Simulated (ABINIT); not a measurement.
# GdO (F-43m) in ABINIT: single point with PBEsol

Aim: the single point of GdO with PBEsol.

All numbers are computed with ABINIT 10.8.3 (patched build); they aren't measurements. Logs are shortened: lines on timing, memory, paths and dates and some standing lists are left out, and cuts for length are marked. The log counts tension as positive stress, the text compression.

### 1 The crystal as given

It takes space group F-43m (No. 216, cubic). The conventional cell has a = 5.400 Å, b = 5.400 Å, c = 5.400 Å, α = 90.00°, β = 90.00°, γ = 90.00°. Around Gd (site symmetry -43m) lie 4 O at 2.34 Å. Around O (site symmetry -43m) lie 4 Gd at 2.34 Å.

### 2 Single point, PBEsol, collinear spin, ferromagnetic start

run.abi reads:

```
# Pseudopotentials
pp_dirpath "./"
pseudos "Gd.GGA_PBE-JTH.xml, O.GGA_PBE-JTH.xml"

# Structure
acell 3*1.0 Angstrom
rprim
     0.0000000000     2.7000000000     2.7000000000
     2.7000000000     0.0000000000     2.7000000000
     2.7000000000     2.7000000000     0.0000000000
ntypat 2
znucl 64 8
natom 2
typat 1 2
xred
     0.0000000000     0.0000000000     0.0000000000
     0.7500000000     0.7500000000     0.7500000000

# Plane-wave basis
ecut 23.0
pawecutdg 45.0
pawxcdev 0

# k points
kptopt 1
ngkpt 9 9 9
nshiftk 1
shiftk 0.0 0.0 0.0

# Exchange and correlation
ixc -116133

# Bands and occupations
nband 21
occopt 3
tsmear 0.00183747

# Spin
nsppol 2
spinat
     0.0000000000     0.0000000000     7.0000000000
     0.0000000000     0.0000000000     0.0000000000

# SCF cycle
nstep 100
tolvrs 1.0e-9

# Output
iomode 3
prtwf 0
prtden 0
prteig 0
prtebands 0
```

Potentials or basis: JTH PAW PBE v2.0.

Started as:

```
$ abinit run.abi > log 2>&1
```

run.abo:

```text
.Version 10.8.3 of ABINIT
 Symmetries : space group F-4 3 m (#216); Bravais cF (face-center cubic)
================================================================================
 Values of the parameters that define the memory need of the present run
     intxc =       0    ionmov =       0      iscf =      17    lmnmax =      32
     lnmax =       8     mgfft =      32  mpssoang =       4    mqgrid =    3001
     natom =       2  nloc_mem =       2    nspden =       2   nspinor =       1
    nsppol =       2      nsym =      24    n1xccc =       1    ntypat =       2
    occopt =       3   xclevel =       2
       mpw =        1420          nfft =       32768          nkpt =          35
 PAW method is used; the additional fine FFT grid is defined by:
   mgfftf=        45    nfftf =     91125
================================================================================
================================================================================

--------------------------------------------------------------------------------
------------- Echo of variables that govern the present computation ------------
--------------------------------------------------------------------------------
 -outvars: echo values of preprocessed input variables --------
            acell      1.8897261259E+00  1.8897261259E+00  1.8897261259E+00 Bohr
              amu      1.57250000E+02  1.59994000E+01
             ecut      2.30000000E+01 Hartree
              ixc     -116133
         kptrlatt        9    0    0      0    9    0      0    0    9
          kptrlen      6.49411745E+01
            natom           2
            nband          21
            ngfft          32      32      32
          ngfftdg          45      45      45
             nkpt          35
           nspden           2
           nsppol           2
            nstep         100
             nsym          24
           ntypat           2
           occopt           3
        pawecutdg      4.50000000E+01 Hartree
         pawxcdev           0
           prtden           0
        prtebands           0
           prteig           0
            prtwf           0
            rprim      0.0000000000E+00  2.7000000000E+00  2.7000000000E+00
                       2.7000000000E+00  0.0000000000E+00  2.7000000000E+00
                       2.7000000000E+00  2.7000000000E+00  0.0000000000E+00
          spgroup         216
           spinat      0.0000000000E+00  0.0000000000E+00  7.0000000000E+00
                       0.0000000000E+00  0.0000000000E+00  0.0000000000E+00
           tolvrs      1.00000000E-09
           tsmear      1.83747000E-03 Hartree
            typat      1  2
           useylm           1
           xangst      0.0000000000E+00  0.0000000000E+00  0.0000000000E+00
                       4.0500000000E+00  4.0500000000E+00  4.0500000000E+00
            xcart      0.0000000000E+00  0.0000000000E+00  0.0000000000E+00
[... 197 lines left out ...]
 length scales=  1.889726125908  1.889726125908  1.889726125908 bohr
              =  1.000000000000  1.000000000000  1.000000000000 angstroms
 Fermi (or HOMO) energy (hartree) =   0.12868   Average Vxc (hartree)=  -0.36627
 Magnetization (Bohr magneton)=  8.43431334E-02
 Total spin up =  1.20421716E+01   Total spin down =  1.19578284E+01
 Eigenvalues (hartree) for nkpt=  35  k points, SPIN UP:
 kpt#   1, nband= 21, wtk=  0.00137, kpt=  0.0000  0.0000  0.0000 (reduced coord)
  -1.44828   -0.63032   -0.63032   -0.63032   -0.56790   -0.06431   -0.06431   -0.06431
   0.06002    0.08287    0.08287    0.08287    0.11606    0.14073    0.14073    0.14073
   0.26580    0.26580    0.34546    0.34546    0.34546
      occupation numbers for kpt#   1
   1.00000    1.00000    1.00000    1.00000    1.00000    1.00000    1.00000    1.00000
   1.00000    1.00000    1.00000    1.00000    0.99896    0.00141    0.00141    0.00141
   0.00000    0.00000    0.00000    0.00000    0.00000
 prteigrs : prtvol=0 or 1, do not print more k-points.

 Eigenvalues (hartree) for nkpt=  35  k points, SPIN DOWN:
 kpt#   1, nband= 21, wtk=  0.00137, kpt=  0.0000  0.0000  0.0000 (reduced coord)
  -1.44223   -0.62731   -0.62731   -0.62731   -0.56963   -0.06685   -0.06685   -0.06685
   0.05459    0.09023    0.09023    0.09023    0.13923    0.13923    0.13923    0.16189
   0.26755    0.26755    0.33327    0.33327    0.33327
      occupation numbers for kpt#   1
   1.00000    1.00000    1.00000    1.00000    1.00000    1.00000    1.00000    1.00000
   1.00000    1.00000    1.00000    1.00000    0.00319    0.00319    0.00319    0.00000
   0.00000    0.00000    0.00000    0.00000    0.00000
 prteigrs : prtvol=0 or 1, do not print more k-points.

--- !EnergyTerms
iteration_state     : {dtset: 1, }
comment             : Components of total free energy in Hartree
kinetic             :  1.91795273516553E+01
hartree             :  3.29643109414879E+01
xc                  : -8.61996260754960E+00
Ewald energy        : -8.93608088967041E+01
psp_core            :  7.92273464104277E+00
local_psp           : -7.77144110736277E+01
PAW spherical_terms : -1.29324781198237E+01
internal            : -1.28561087763519E+02
'-kT*entropy'       : -7.73862441758001E-04
total_energy        : -1.28561861625961E+02
total_energy_eV     : -3.49834647320638E+03
...

--- !EnergyTermsDC
iteration_state     : {dtset: 1, }
comment             : '"Double-counting" decomposition of free energy'
band_energy         : -7.42365191227113E+00
Ewald energy        : -8.93608088967041E+01
psp_core            :  7.92273464104277E+00
xc_dc               : -3.03167560310070E+01
PAW spherical_terms : -9.38260430711651E+00
internal            : -1.28561086506056E+02
'-kT*entropy'       : -7.73862441758001E-04
total_energy_dc     : -1.28561860368498E+02
total_energy_dc_eV  : -3.49834643898907E+03
...

--- !EnergyTermsWithPAWCore
iteration_state     : {dtset: 1, }
comment             : 'Components of total free energy, including PAW core contributions'
Total energy        : -1.13427692882735E+04
Total energy DC     : -1.13427692870160E+04
Total energy (eV)   : -3.08652476202261E+05
Total energy DC (eV): -3.08652476168044E+05
...

 Cartesian components of stress tensor (hartree/bohr^3)
  sigma(1 1)=  1.64647762E-04  sigma(3 2)=  0.00000000E+00
  sigma(2 2)=  1.64647762E-04  sigma(3 1)=  0.00000000E+00
  sigma(3 3)=  1.64647762E-04  sigma(2 1)=  0.00000000E+00

-Cartesian components of stress tensor (GPa)         [Pressure= -4.8441E+00 GPa]
- sigma(1 1)=  4.84410441E+00  sigma(3 2)=  0.00000000E+00
- sigma(2 2)=  4.84410441E+00  sigma(3 1)=  0.00000000E+00
- sigma(3 3)=  4.84410441E+00  sigma(2 1)=  0.00000000E+00

== END DATASET(S) ==============================================================
================================================================================

 -outvars: echo values of variables after computation  --------
            acell      1.8897261259E+00  1.8897261259E+00  1.8897261259E+00 Bohr
           etotal     -1.2856186037E+02
            fcart     -0.0000000000E+00 -0.0000000000E+00 -0.0000000000E+00
                      -0.0000000000E+00 -0.0000000000E+00 -0.0000000000E+00
            rprim      0.0000000000E+00  2.7000000000E+00  2.7000000000E+00
                       2.7000000000E+00  0.0000000000E+00  2.7000000000E+00
                       2.7000000000E+00  2.7000000000E+00  0.0000000000E+00
           strten      1.6464776239E-04  1.6464776239E-04  1.6464776239E-04
                       0.0000000000E+00  0.0000000000E+00  0.0000000000E+00
           xangst      0.0000000000E+00  0.0000000000E+00  0.0000000000E+00
                       4.0500000000E+00  4.0500000000E+00  4.0500000000E+00
             xred      0.0000000000E+00  0.0000000000E+00  0.0000000000E+00
                       7.5000000000E-01  7.5000000000E-01  7.5000000000E-01
 Calculation completed.
```

Run time: 6 min. Hardware: 1 thread of Arm Neoverse V1, shared host; peak memory 0.2 GiB.

What came out:

```
Free energy                                           : -3498.3464 eV
Pressure                                              : -4.8 GPa
Band gap on the k mesh                                : none (metal or under the smearing width)
Net moment                                            : 0.08 μB per cell
Site moments                                          : Gd +0.43; O -0.02 μB
Valence electrons inside the program's atomic spheres : Gd 15.59; O 4.51
```

Caveat: the PAW data sets were made with another functional, which shifts forces and pressure a little; spin-orbit coupling is left out, which moves the levels of the heavy elements; the moment fell far below its start of 7 μB, so a state of higher moment may lie lower in energy; without U or exact exchange the open f shell lies at the Fermi level, which spoils levels, moments and volumes.
